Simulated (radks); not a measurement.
**Se⁺ with its nuclear charge varied continuously**

An exercise on one series of results from a longer session: the logs are not shown, and one member is left open.

The numbers are computed with radks (a radial shooting solver on a logarithmic mesh, Libxc functionals) version 1 (non-relativistic Kohn-Sham, SCAN, spin-unpolarised, spherical densities, point nucleus), except any that are marked as measured or tabulated.

**The atom as given**

| Property | Result |
| --- | --- |
| element | selenium (Z = 34) |
| charge | +1 |
| electrons | 33 |
| configuration | [Ar] 3d10 4s2 4p3 |

Outer shells as boxes (Hund's rule):

Se⁺
```
[Ar] core
3d [↑↓][↑↓][↑↓][↑↓][↑↓]
4s [↑↓]
4p [↑ ][↑ ][↑ ]
```

Set-up of the first run:

Input:

```text
Z 34
configuration [Ar] 3d10 4s2 4p3
relativity non-relativistic
functional scan,scan
spin unpolarised
nucleus point
```

Steps of the session up to this table: Z = 34.

One of the session's tables, all rows but one given; the rest of the session is left out.

It belongs to the step «Z = 34». From the orbitals of this run (lengths in bohr):

```
level      <r>  outermost maximum (interpolated)  90 % within  nodes
   1s  0.04500                            0.0297       0.0801      0
   2s        ?                                 ?            ?      ?
   2p   0.1728                             0.133        0.281      0
   3s   0.5835                             0.511        0.868      2
   3p   0.5933                             0.505        0.906      1
   3d   0.6267                             0.454         1.04      0
   4s    1.784                              1.52         2.65      3
   4p    2.114                              1.75         3.20      2
```

Estimate the missing values for 2s.

The run gave: <r>: 0.1998; outermost maximum (interpolated): 0.168; 90 % within: 0.308; nodes: 1. In the column «<r>» it lies between 2p (0.1728) and 3s (0.5835).
